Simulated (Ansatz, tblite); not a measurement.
**W(OH)F5 (F₅HOW): one state, many levels**

Aim: run the singlet of W(OH)F5 (F₅HOW) at one geometry on many levels, and compare frontier levels, spin and run time.

Computed with Ansatz 0.2.0, Gaussian basis. Level: as each input shows.

The runs, in order: GFN1-xTB, GFN2-xTB, PBE-D4/def2-TZVP, r2SCAN-D4/def2-TZVP, BHLYP-D4/def2-TZVP, LDA/def2-TZVP, revPBE-D4/def2-TZVP, PBE-D4/def2-SVP, PBE0-D4/def2-SVP, PBE0-D4/def2-TZVPD, PBE-D4/def2-TZVPD, BHLYP-D4/def2-TZVPD, CCSD(T)/def2-SVP, MP2/def2-TZVP, RPA/def2-TZVP.

2 further runs of the same task are left out: 2 set aside as unsound or not needed. Runs told in other sessions of the task aren't counted.

## Step 1: The geometry

The geometry is that of the singlet, from an earlier relaxation (B3LYP-D4/def2-SVP).

8 atoms, charge 0, spin multiplicity 1.

Bond lengths: W1–O2 1.835 Å, W1–F4 1.858 Å, W1–F5 1.861 Å, W1–F6 1.861 Å, W1–F7 1.861 Å, W1–F8 1.861 Å, O2–H3 0.963 Å. Angles: O2–W1–F4 180.0°, O2–W1–F5 92.2°, O2–W1–F6 92.2°, O2–W1–F7 92.2°, O2–W1–F8 92.2°, F4–W1–F5 87.8°, F4–W1–F6 87.8°, F4–W1–F7 87.8°, F4–W1–F8 87.8°, F5–W1–F6 175.6°, F5–W1–F7 89.9°, F5–W1–F8 89.9°, F6–W1–F7 89.9°, F6–W1–F8 89.9°, F7–W1–F8 175.6°, W1–O2–H3 179.8°.

Formally the metal is d0. W takes a core potential in the def2 sets. No spin-orbit coupling is included.

PBE0-D4/def2-TZVP was run before; its log isn't repeated, and its numbers join the tables.

## Step 2: GFN1-xTB

Tight binding, by tblite at 300 K electronic temperature and without a spin-polarisation term:

```python
tblite.interface.Calculator('GFN1-xTB', numbers, positions, charge=0, uhf=0).singlepoint()
```

Energy -915.5000 eV, HOMO -13.84 eV, LUMO -7.60 eV; 0.004 s.

## Step 3: GFN2-xTB

Tight binding, by tblite at 300 K electronic temperature and without a spin-polarisation term:

```python
tblite.interface.Calculator('GFN2-xTB', numbers, positions, charge=0, uhf=0).singlepoint()
```

Energy -846.8409 eV, HOMO -14.19 eV, LUMO -7.74 eV; 0.005 s.

## Step 4: PBE-D4/def2-TZVP

start.molden holds the orbitals of an earlier run on this state, given as this run's starting guess.

in.yaml reads:

```yaml
crystal:
  periodic: [false, false, false]
  atoms:
    - {symbol: W, position_ang: [0.024172, -0.019676, -0.309944]}
    - {symbol: O, position_ang: [-0.115613, 0.094227, 1.516132]}
    - {symbol: H, position_ang: [-0.191717, 0.155961, 2.473954]}
    - {symbol: F, position_ang: [0.164831, -0.134752, -2.158813]}
    - {symbol: F, position_ang: [1.883901, -0.037075, -0.238088]}
    - {symbol: F, position_ang: [-1.824851, -0.010608, -0.522771]}
    - {symbol: F, position_ang: [0.051585, 1.832224, -0.494195]}
    - {symbol: F, position_ang: [0.007692, -1.880302, -0.266275]}
basis:
  gaussian: {orbitals: def2-TZVP, initial_orbitals: start.molden}
hamiltonian: {xc: pbe, dispersion: d4}
scf: {omitted_lower_state_checks: [starts]}
output: {orbitals: {seedname: orbitals}}
```

Launch:

```
$ ansatz run in.yaml --threads 4 --pin off --events-out ev --progress --plain --max-ram 4787MiB
```

The runs that follow: r2SCAN-D4/def2-TZVP; BHLYP-D4/def2-TZVP; LDA/def2-TZVP; revPBE-D4/def2-TZVP; PBE-D4/def2-SVP; PBE0-D4/def2-SVP; PBE0-D4/def2-TZVPD; PBE-D4/def2-TZVPD; BHLYP-D4/def2-TZVPD; CCSD(T)/def2-SVP; MP2/def2-TZVP; RPA/def2-TZVP.

**Question.** What will the summary of the whole plan be? Wanted: gap in def2-TZVP, named functionals, smallest and largest; correlation energy, CCSD(T)/def2-SVP; correlation energy, MP2/def2-TZVP; binding an atom, CCSD(T)/def2-SVP; PBE0 total energy, smallest basis above largest.

As calculated:

| quantity | value |
| --- | --- |
| gap in def2-TZVP, named functionals, smallest and largest | 4.89 eV (PBE-D4), 9.95 eV (BHLYP-D4) |
| correlation energy, CCSD(T)/def2-SVP | -41.36 eV |
| correlation energy, MP2/def2-TZVP | -52.85 eV |
| binding an atom, CCSD(T)/def2-SVP | 4.235 eV |
| PBE0 total energy, smallest basis above largest | 19.94 eV (def2-SVP, def2-TZVPD) |

Orbital gaps of the named functionals in def2-TZVP span 4.89 eV (PBE-D4) to 9.95 eV (BHLYP-D4); exact exchange widens it. The functionals in def2-TZVP miss CCSD(T)/def2-SVP by -0.133 (BHLYP-D4) to +1.320 eV (LDA) an atom. The yardstick is in a double-zeta basis, so levels in larger sets aren't compared like for like. The reference is CCSD(T) in one finite basis, so it carries an error of its own, often a tenth of an eV or more, and near misses can't be ranked.
